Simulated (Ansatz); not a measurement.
# IrRu5: the cost of one run

Computed with Ansatz 0.2.0 (DFT PBE, scalar-relativistic, plane waves, PAW, unless a step names another level, unless a step's input says otherwise).

1 further run of the same task is left out (set aside as unsound or not needed). Runs told in other sessions of the task aren't counted.

### 1 The starting structure

It takes space group Pmmm (No. 47, orthorhombic). Conventional cell: a = 2.699 Å, b = 3.822 Å, c = 8.102 Å, α = 90.00°, β = 90.00°, γ = 90.00°. Ru (site symmetry mm2) is surrounded by 8 Ru at 2.68 to 2.74 Å and 4 Ir at 2.71 Å. Ru (site symmetry mm2) is surrounded by 11 Ru at 2.68 to 2.70 Å and 1 Ir at 2.71 Å. Around Ru (site symmetry mmm) lie 12 Ru at 2.68 to 2.70 Å. Ir (site symmetry mmm) has 2 Ir at 2.70 Å and 10 Ru at 2.71 Å in its first shell of neighbours.

Structure file:

```xyz
6
Lattice="2.6986 0.0000 0.0000 0.0000 3.8220 0.0000 0.0000 0.0000 8.1020" Properties=species:S:1:pos:R:3 pbc="T T T"
Ru    1.3493    1.9110    1.3718
Ru    0.0000    0.0000    2.7128
Ru    1.3493    1.9110    4.0510
Ru    0.0000    0.0000    5.3892
Ru    1.3493    1.9110    6.7302
Ir    0.0000    0.0000    0.0000
```

The cell was relaxed beforehand at this level, from a generated guess; it is a trial structure. At a tolerance of 0.05 Å it has space group Pmmm (No. 47); it has 13.93 Å³/atom, an uncorrected energy of +0.06 eV/atom over the elements and, on its mesh, gap none (metal).

### 2 Strained cells: the elastic tensor

Input file input.yaml:

```yaml
crystal:
  lattice:
    - [2.7018066158, 0.0, 0.0]
    - [0.0, 3.8224748129, 0.0]
    - [0.0, 0.0, 8.109802049]
  atoms:
    - { symbol: Ru, position: [0.5, 0.5, 0.1694819799] }
    - { symbol: Ru, position: [0.0, 0.0, 0.3347209493] }
    - { symbol: Ru, position: [0.5, 0.5, 0.5] }
    - { symbol: Ru, position: [0.0, 0.0, 0.6652790507] }
    - { symbol: Ru, position: [0.5, 0.5, 0.8305180201] }
    - { symbol: Ir, position: [0.0, 0.0, 0.0] }
basis:
  ecutwfc: 420
kpoints:
  mp_grid: { grid: [16, 10, 6] }
hamiltonian:
  xc: pbe
scf:
  occupations: { method: fermi_dirac, width: 0.15 }
output:
  forces: true
  stress: true
  eigenvalues: true
elastic:
  mode: relaxed_ion
  amplitude: 0.005
  stencil: two_point
```

Run with:

```sh
$ ansatz run input.yaml --threads 4 --pin off --max-ram 8192MiB --backend cpu --events-out ev --progress --plain --runs-dir out
```

Q: Estimate wall time and peak memory on 4 threads of Intel Xeon 6975P-C (Granite Rapids), shared host.

About 7.9 min, with a peak of 1.7 GiB.
